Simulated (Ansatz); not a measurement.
# C2H4GaN: how energies converge with the basis set

How large a basis does C2H4GaN need? Two functionals are run in growing sets.

Method: one geometry, several basis sets; program: Ansatz 0.2.0, Gaussian basis.

The runs, in order: PBE0-D4/def2-SVP; ωB97M-V/def2-SVP; PBE0-D4/def2-QZVPP; ωB97M-V/def2-QZVPP; the functionals' def2-TZVPP values are taken from earlier runs.

## 1. The geometry

The geometry comes from an earlier relaxation with PBE0-D4 in a triple-zeta def2 set; it is a stationary point, not always the lowest conformer.

SMILES `[GaH2][C]1=NC1`, 8 atoms, charge 0, spin multiplicity 1.

Atoms are counted from 1 here; the program's logs count them from 0.

Bond lengths: Ga1–C2 1.951 Å, Ga1–H5 1.560 Å, Ga1–H6 1.560 Å, C2–N3 1.257 Å, C2–C4 1.475 Å, N3–C4 1.494 Å, C4–H7 1.086 Å, C4–H8 1.086 Å. Angles: C2–Ga1–H5 117.7°, C2–Ga1–H6 117.7°, H5–Ga1–H6 124.4°, Ga1–C2–N3 146.5°, Ga1–C2–C4 147.8°, N3–C2–C4 65.7°, C2–N3–C4 64.2°, C2–C4–N3 50.1°, C2–C4–H7 120.0°, C2–C4–H8 120.0°, N3–C4–H7 117.0°, N3–C4–H8 117.0°, H7–C4–H8 116.0°.

## 2. PBE0-D4 in def2-SVP

The input, in.yaml:

```yaml
crystal:
  periodic: [false, false, false]
  atoms:
    - {symbol: Ga, position_ang: [-0.841841, 1.531505, -0.197608]}
    - {symbol: C, position_ang: [0.342244, 0.035454, 0.207982]}
    - {symbol: N, position_ang: [1.407308, -0.338031, 0.761668]}
    - {symbol: C, position_ang: [0.614285, -1.409534, 0.087518]}
    - {symbol: H, position_ang: [-0.626460, 2.281471, -1.548706]}
    - {symbol: H, position_ang: [-2.004684, 1.827155, 0.799458]}
    - {symbol: H, position_ang: [1.015126, -1.811974, -0.838622]}
    - {symbol: H, position_ang: [0.094012, -2.116036, 0.728301]}
basis:
  gaussian: {orbitals: def2-SVP}
hamiltonian: {xc: pbe0, dispersion: d4}
output: {orbitals: {seedname: orbitals}}
```

Started as:

```
$ ansatz run in.yaml --threads 2 --pin off --events-out ev --progress --plain --max-ram 4352MiB
```

Log:

```text
Functional definition: PBE0
  name "PBE0"
  cite "Adamo & Barone, J. Chem. Phys. 110, 6158 (1999) doi:10.1063/1.478522"
  cite "Perdew, Burke & Ernzerhof, Phys. Rev. Lett. 77, 3865 (1996) doi:10.1103/PhysRevLett.77.3865"
  parent pbe
  parameter a = 0.25
  parameter kappa = 0.804
  parameter beta = 0.06672455060314922
  exchange = (1 - a)*pbe_x(kappa = kappa, mu = beta*pi^2/3) + a*exact_x
  correlation = pbe_c(beta = beta)
964 factors; integrals over basis functions are off by at most 1.1e-3 eV
mean field evaluation 1: about -55979.6293 eV, gradient 4.2e1 eV
mean field evaluation 2: about -55970.2112 eV, gradient 7.3e1 eV
mean field evaluation 4: about -55983.5445 eV, gradient 8.1e0 eV
mean field evaluation 8: about -55983.8422 eV, gradient 4.2e-1 eV
mean field evaluation 16: about -55983.8426 eV, gradient 8.0e-5 eV
mean field -55983.84259887 eV, -2057.3682682970 hartree, gradient 7.6e-6 eV, S^2 0.000000; 0 other end points of the search recorded, 0 dependent functions left out
reference -55983.84262830 eV, -2057.3682693786 hartree; 27, 27 occupied and 67, 67 virtual orbitals, 964 factors
Total energy: -55983.96917811 eV, -2057.3729199984 hartree
```

Run time: 1.4 s. Hardware: 2 threads of Intel Xeon at 2.60GHz, shared host.

## 3. ωB97M-V in def2-SVP

Edit in.yaml of step 2 so:

```diff
@@ -13,3 +13,3 @@
   gaussian: {orbitals: def2-SVP}
-hamiltonian: {xc: pbe0, dispersion: d4}
+hamiltonian: {xc: {name: wB97M-V}}
 output: {orbitals: {seedname: orbitals}}
```

The command is unchanged.

Log:

```text
Functional definition: wB97M-V
  name "wB97M-V"
  cite "Mardirossian & Head-Gordon, J. Chem. Phys. 144, 214110 (2016) doi:10.1063/1.4952647"
  cite "Becke, J. Chem. Phys. 107, 8554 (1997) doi:10.1063/1.475007"
  cite "Vydrov & Van Voorhis, J. Chem. Phys. 133, 244103 (2010) doi:10.1063/1.3521275"
  # Of w^i u^j: cxij and so on, Table III.
  parameter omega = 0.3/bohr
  parameter cx = 0.15
  parameter cx01 = 1.007
  parameter cx10 = 0.259
  parameter css00 = 0.443
  parameter css04 = -1.437
  parameter css10 = -4.535
  parameter css20 = -3.390
  parameter css43 = 4.278
  parameter cos00 = 1.000
  parameter cos10 = 1.358
  parameter cos20 = 2.924
  parameter cos21 = -8.812
  parameter cos60 = -1.390
  parameter cos61 = 9.142
  parameter b = 6.0
  parameter c = 0.01
  gx(w, u) = 1 - cx + cx01*u + cx10*w
  gss(w, u) = css00 + css04*u^4 + css10*w + css20*w^2 + css43*w^4*u^3
  gos(w, u) = cos00 + cos10*w + (cos20 + cos21*u)*w^2 + (cos60 + cos61*u)*w^6
  exchange = spin_sum(e_x_unif_sr(omega)*gx(b97_w, b97_u_x)) + cx*exact_x_sr(omega) + exact_x_lr(omega)
  correlation = spin_sum(e_c_pw_mod_same_spin*gss(b97_w, b97_u_same))
      + integral(e_c_pw_mod_opposite_spin*gos(b97_w_opposite, b97_u_opposite)) + vv10(b, c)
964 factors; integrals over basis functions are off by at most 1.1e-3 eV
251 factors; integrals over basis functions are off by at most 7.6e-6 eV
mean field evaluation 1: about -55987.6191 eV, gradient 3.5e1 eV
mean field evaluation 2: about -55988.0135 eV, gradient 3.7e1 eV
mean field evaluation 4: about -55990.5138 eV, gradient 2.4e0 eV
mean field evaluation 8: about -55990.6282 eV, gradient 1.4e-1 eV
mean field evaluation 16: about -55990.6283 eV, gradient 1.2e-4 eV
mean field -55990.62829556 eV, -2057.6176380507 hartree, gradient 4.4e-5 eV, S^2 0.000000; 0 other end points of the search recorded, 0 dependent functions left out
reference -55990.62834164 eV, -2057.6176397444 hartree; 27, 27 occupied and 67, 67 virtual orbitals, 964 factors
Total energy: -55990.62834164 eV, -2057.6176397444 hartree
```

It took 5 s on 2 threads of Intel Xeon at 2.60GHz, shared host.

## 4. PBE0-D4 in def2-QZVPP

Edit in.yaml of step 3 so:

```diff
@@ -12,4 +12,4 @@
 basis:
-  gaussian: {orbitals: def2-SVP}
-hamiltonian: {xc: {name: wB97M-V}}
+  gaussian: {orbitals: "def2-QZVPP.json"}
+hamiltonian: {xc: pbe0, dispersion: d4}
 output: {orbitals: {seedname: orbitals}}
```

Same command.

Log:

```text
Functional definition: PBE0
  name "PBE0"
  cite "Adamo & Barone, J. Chem. Phys. 110, 6158 (1999) doi:10.1063/1.478522"
  cite "Perdew, Burke & Ernzerhof, Phys. Rev. Lett. 77, 3865 (1996) doi:10.1103/PhysRevLett.77.3865"
  parent pbe
  parameter a = 0.25
  parameter kappa = 0.804
  parameter beta = 0.06672455060314922
  exchange = (1 - a)*pbe_x(kappa = kappa, mu = beta*pi^2/3) + a*exact_x
  correlation = pbe_c(beta = beta)
1345 factors; their error is unknown
mean field evaluation 1: about -55989.3790 eV, gradient 5.6e1 eV
mean field evaluation 2: about -55962.8240 eV, gradient 1.1e2 eV
mean field evaluation 4: about -55995.4192 eV, gradient 1.5e1 eV
mean field evaluation 8: about -55995.8346 eV, gradient 2.9e-1 eV
mean field evaluation 16: about -55995.9855 eV, gradient 1.9e-4 eV
mean field -55995.98545522 eV, -2057.8145100372 hartree, gradient 3.9e-5 eV, S^2 0.000000; 0 other end points of the search recorded, 0 dependent functions left out
reference -55995.98549799 eV, -2057.8145116091 hartree; 27, 27 occupied and 353, 353 virtual orbitals, 1345 factors
Total energy: -55996.11204781 eV, -2057.8191622289 hartree
```

Run time: 7.5 s. Hardware: 2 threads of Intel Xeon at 2.60GHz, shared host; peak memory 1.1 GiB.

## 5. ωB97M-V in def2-QZVPP

Edit in.yaml of step 4 so:

```diff
@@ -13,3 +13,3 @@
   gaussian: {orbitals: "def2-QZVPP.json"}
-hamiltonian: {xc: pbe0, dispersion: d4}
+hamiltonian: {xc: {name: wB97M-V}}
 output: {orbitals: {seedname: orbitals}}
```

The command is unchanged.

Log:

```text
Functional definition: wB97M-V
  name "wB97M-V"
  cite "Mardirossian & Head-Gordon, J. Chem. Phys. 144, 214110 (2016) doi:10.1063/1.4952647"
  cite "Becke, J. Chem. Phys. 107, 8554 (1997) doi:10.1063/1.475007"
  cite "Vydrov & Van Voorhis, J. Chem. Phys. 133, 244103 (2010) doi:10.1063/1.3521275"
  # Of w^i u^j: cxij and so on, Table III.
  parameter omega = 0.3/bohr
  parameter cx = 0.15
  parameter cx01 = 1.007
  parameter cx10 = 0.259
  parameter css00 = 0.443
  parameter css04 = -1.437
  parameter css10 = -4.535
  parameter css20 = -3.390
  parameter css43 = 4.278
  parameter cos00 = 1.000
  parameter cos10 = 1.358
  parameter cos20 = 2.924
  parameter cos21 = -8.812
  parameter cos60 = -1.390
  parameter cos61 = 9.142
  parameter b = 6.0
  parameter c = 0.01
  gx(w, u) = 1 - cx + cx01*u + cx10*w
  gss(w, u) = css00 + css04*u^4 + css10*w + css20*w^2 + css43*w^4*u^3
  gos(w, u) = cos00 + cos10*w + (cos20 + cos21*u)*w^2 + (cos60 + cos61*u)*w^6
  exchange = spin_sum(e_x_unif_sr(omega)*gx(b97_w, b97_u_x)) + cx*exact_x_sr(omega) + exact_x_lr(omega)
  correlation = spin_sum(e_c_pw_mod_same_spin*gss(b97_w, b97_u_same))
      + integral(e_c_pw_mod_opposite_spin*gos(b97_w_opposite, b97_u_opposite)) + vv10(b, c)
1340 factors; their error is unknown
302 factors; integrals over basis functions are off by at most 1.0e-5 eV
mean field evaluation 1: about -55998.2200 eV, gradient 4.7e1 eV
mean field evaluation 2: about -55998.5478 eV, gradient 5.1e1 eV
mean field evaluation 4: about -56002.7602 eV, gradient 2.8e0 eV
mean field evaluation 8: about -56002.8692 eV, gradient 4.8e-1 eV
mean field evaluation 16: about -56002.8694 eV, gradient 6.9e-5 eV
mean field -56002.86940234 eV, -2058.0674904278 hartree, gradient 6.9e-5 eV, S^2 0.000000; 0 other end points of the search recorded, 0 dependent functions left out
reference -56002.86946929 eV, -2058.0674928880 hartree; 27, 27 occupied and 353, 353 virtual orbitals, 1340 factors
Total energy: -56002.86946929 eV, -2058.0674928880 hartree
```

It took 17 s on 2 threads of Intel Xeon at 2.60GHz, shared host; peak memory 1.2 GiB.

## 6. Functionals by basis

The def2-TZVPP values come from earlier runs at the same geometry.

| functional | basis | functions | energy (eV) | from the largest (eV) | HOMO (eV) | LUMO (eV) |
| --- | --- | --- | --- | --- | --- | --- |
| PBE0-D4 | def2-SVP | 94 | -55983.9692 | 12.143 | -7.19 | -2.04 |
| PBE0-D4 | def2-TZVPP | 197 | -55994.7214 | 1.391 | -7.25 | -2.07 |
| PBE0-D4 | def2-QZVPP | 380 | -55996.1120 | 0.000 | -7.26 | -2.10 |
| ωB97M-V | def2-SVP | 94 | -55990.6283 | 12.241 | -9.39 | -0.33 |
| ωB97M-V | def2-TZVPP | 197 | -56001.5249 | 1.345 | -9.47 | -0.40 |
| ωB97M-V | def2-QZVPP | 380 | -56002.8695 | 0.000 | -9.48 | -0.52 |

## 7. Outcome

| quantity | value |
| --- | --- |
| PBE0-D4: double and triple zeta above quadruple | 12.14, 1.39 eV |
| ωB97M-V: double and triple zeta above quadruple | 12.24, 1.34 eV |

What this shows: For PBE0-D4 the step from double to triple zeta gains 10.75 eV and the next only 1.39 eV. Total energies overstate the basis error of differences, where much of it tends to cancel.

For PBE0-D4 the largest set took about 5 times as long as the smallest (7.5 s against 1.4 s).
